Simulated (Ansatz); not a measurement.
# GeH₄OSi (SMILES O=[SiH][GeH3]): one structure at several levels

A test off equilibrium: a structure displaced at random from a GFN2-xTB minimum is computed at several levels, and each is set against CCSD(T).

Program: Ansatz 0.2.0, Gaussian basis. Level of theory: single points in def2-TZVPP. These are calculated values, not measurements.

Cores are frozen in the correlated methods. Filled d shells of the heavier atoms are correlated.

**1. The starting structure**

7 atoms, charge 0, spin multiplicity 1.

Atoms are counted from 1 here; the program's logs count them from 0.

Bond lengths: O1–Si2 1.506 Å, Si2–Ge3 2.287 Å, Si2–H4 1.495 Å, Ge3–H5 1.488 Å, Ge3–H6 1.479 Å, Ge3–H7 1.483 Å. Angles: O1–Si2–Ge3 126.6°, O1–Si2–H4 118.9°, Ge3–Si2–H4 114.5°, Si2–Ge3–H5 111.5°, Si2–Ge3–H6 115.1°, Si2–Ge3–H7 117.8°, H5–Ge3–H6 103.9°, H5–Ge3–H7 107.9°, H6–Ge3–H7 99.1°.

Coordinates:

```
O    -1.5005   -1.6468    1.1888
Si   -0.7624   -1.0898    0.0000
Ge    0.5633    0.7735   -0.0305
H    -0.8397   -1.8159   -1.3049
H     0.3827    1.5519   -1.2859
H     0.2884    1.7578    1.0393
H     2.0192    0.5909    0.1877
```

**2. CCSD(T)/def2-TZVPP**

Input file run/in.yaml:

```yaml
crystal:
  periodic: [false, false, false]
  atoms:
    - {symbol: O, position_ang: [-1.500500, -1.646800, 1.188800]}
    - {symbol: Si, position_ang: [-0.762400, -1.089800, -0.000000]}
    - {symbol: Ge, position_ang: [0.563300, 0.773500, -0.030500]}
    - {symbol: H, position_ang: [-0.839700, -1.815900, -1.304900]}
    - {symbol: H, position_ang: [0.382700, 1.551900, -1.285900]}
    - {symbol: H, position_ang: [0.288400, 1.757800, 1.039300]}
    - {symbol: H, position_ang: [2.019200, 0.590900, 0.187700]}
basis:
  gaussian: {orbitals: def2-TZVPP}
correlation: {method: ccsd_t}
output: {forces: true}
```

The command line of these runs was not kept.

**3. PBE0-D4/def2-TZVPP**

run/in.yaml: that of step 2 with these lines changed.

```diff
@@ -12,3 +12,3 @@
   gaussian: {orbitals: def2-TZVPP}
-correlation: {method: ccsd_t}
-output: {forces: true}
+hamiltonian: {xc: pbe0, dispersion: d4}
+output: {forces: true, orbitals: {seedname: orbitals}}
```

**4. wB97M-V/def2-TZVPP**

run/in.yaml: that of step 3 with these lines changed.

```diff
@@ -12,3 +12,3 @@
   gaussian: {orbitals: def2-TZVPP}
-hamiltonian: {xc: pbe0, dispersion: d4}
-output: {forces: true, orbitals: {seedname: orbitals}}
+hamiltonian: {xc: {name: wB97M-V}}
+output: {forces: true}
```

**5. r2SCAN-D4/def2-TZVPP**

run/in.yaml: that of step 4 with these lines changed.

```diff
@@ -12,3 +12,3 @@
   gaussian: {orbitals: def2-TZVPP}
-hamiltonian: {xc: {name: wB97M-V}}
+hamiltonian: {xc: r2scan, dispersion: d4}
 output: {forces: true}
```

**6. PBE-D4/def2-TZVPP**

run/in.yaml: that of step 5 with these lines changed.

```diff
@@ -12,3 +12,3 @@
   gaussian: {orbitals: def2-TZVPP}
-hamiltonian: {xc: r2scan, dispersion: d4}
+hamiltonian: {xc: pbe, dispersion: d4}
 output: {forces: true}
```

**7. LC-wPBE/def2-TZVPP**

run/in.yaml: that of step 6 with these lines changed.

```diff
@@ -12,3 +12,3 @@
   gaussian: {orbitals: def2-TZVPP}
-hamiltonian: {xc: pbe, dispersion: d4}
+hamiltonian: {xc: {name: LC-wPBE}}
 output: {forces: true}
```

**8. B97M-V/def2-TZVPP**

run/in.yaml: that of step 7 with these lines changed.

```diff
@@ -12,3 +12,3 @@
   gaussian: {orbitals: def2-TZVPP}
-hamiltonian: {xc: {name: LC-wPBE}}
+hamiltonian: {xc: {name: B97M-V}}
 output: {forces: true}
```

(Steps that only read results are left out.)

What does the calculation give? Wanted: energy less free atoms, CCSD(T)/def2-TZVPP; RMS force component; RMS force error; HOMO and LUMO, PBE0-D4; T1 diagnostic.

The runs gave:

| quantity | value |
| --- | --- |
| energy less free atoms, CCSD(T)/def2-TZVPP | -474.8 kcal/mol |
| RMS force component | 0.506 to 0.720 eV/Å over the methods |
| RMS force error | PBE0-D4 0.206, wB97M-V 0.195, r2SCAN-D4 0.116, PBE-D4 0.203, LC-wPBE 0.291, B97M-V 0.239 eV/Å |
| HOMO and LUMO, PBE0-D4 | -7.97 and -2.54 eV |
| T1 diagnostic | 0.018 |

Against CCSD(T) the functionals' energies less atoms differ by -16.9 to -0.4 kcal/mol, PBE-D4 by -11.5 kcal/mol. A larger basis would deepen the CCSD(T) value, while the functionals are nearly converged already, so the order here is not reliable. The forces of r2SCAN-D4 come nearest to CCSD(T), those of LC-wPBE are farthest. Frozen-core CCSD(T) forces in triple zeta carry basis errors of their own, and this is one geometry, so small gaps rank nothing.
